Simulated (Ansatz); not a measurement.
**BSiGeH (singlet): the correlation ladder, cc-pVDZ**

The task here is to estimate one member of a computed series from the others.

The runs use Ansatz 0.2.0, Gaussian basis; cc-pVDZ, core rule «outside noble gas», up to 20 orbitals frozen.

The runs, in order: UHF; CCSD(T) on RHF; CCSD(T) on UHF; BCCD(T) on RHF; CISD; CCSDT(Q) on RHF; CCSDT(Q) on UHF; CCSDTQ on RHF.

4 further runs of the same task are left out: 4 set aside as unsound or not needed.

## What is computed

The geometry is a PBE0/def2-TZVP stationary point (not a proven minimum). No spin-orbit coupling is included. The filled d shell of Ge may be among the frozen orbitals whatever the setting's name suggests; the logs give the count.

4 atoms, charge 0, spin multiplicity 1.

Atoms are counted from 1 here; the program's logs count them from 0.

Bond lengths: B1–Si2 1.908 Å, B1–Ge3 1.873 Å, B1–H4 1.243 Å, Si2–Ge3 2.637 Å. Angles: Si2–B1–Ge3 88.4°, Si2–B1–H4 67.9°, Ge3–B1–H4 156.3°, B1–Si2–Ge3 45.2°, B1–Ge3–Si2 46.3°.

The first run:

Input file in.yaml:

```yaml
crystal:
  periodic: [false, false, false]
  atoms:
    - {symbol: B, position_ang: [0.000000, -1.158013, 0.599059]}
    - {symbol: Si, position_ang: [0.000000, 0.315922, 1.811071]}
    - {symbol: Ge, position_ang: [0.000000, 0.071402, -0.814172]}
    - {symbol: H, position_ang: [0.000000, -1.528086, 1.786054]}
basis:
  gaussian: {orbitals: cc-pVDZ}
magnetization: {spin_polarized: true, initial_magnetization: 0}
hamiltonian: {xc: hf}
output: {orbitals: {seedname: orbitals}}
```

Started as:

```console
$ ansatz run in.yaml --threads 1 --pin off --events-out ev --progress --plain --max-ram 4096MiB --backend cpu
```

Steps of the session up to this table: UHF; CCSD(T) on RHF; CCSD(T) on UHF; BCCD(T) on RHF; CISD; CCSDT(Q) on RHF; CCSDT(Q) on UHF; CCSDTQ on RHF.

One table of the session follows, with a row left open; its other results are not shown here.

```
   method  from RCCSDTQ (meV)
      RHF             +8250.1
      UHF             +8210.1
     RMP2             +1344.4
     CISD                   ?
    RCCSD              +560.3
 RCCSD(T)               +76.4
  BCCD(T)               +71.4
   RCCSDT               +47.8
RCCSDT(Q)                -2.0
  RCCSDTQ                   0
```

Estimate the missing values for CISD.

**Answer.** from RCCSDTQ (meV): +1479.4. In the column «from RCCSDTQ (meV)» it lies between RMP2 (+1344.4) and UHF (+8210.1).
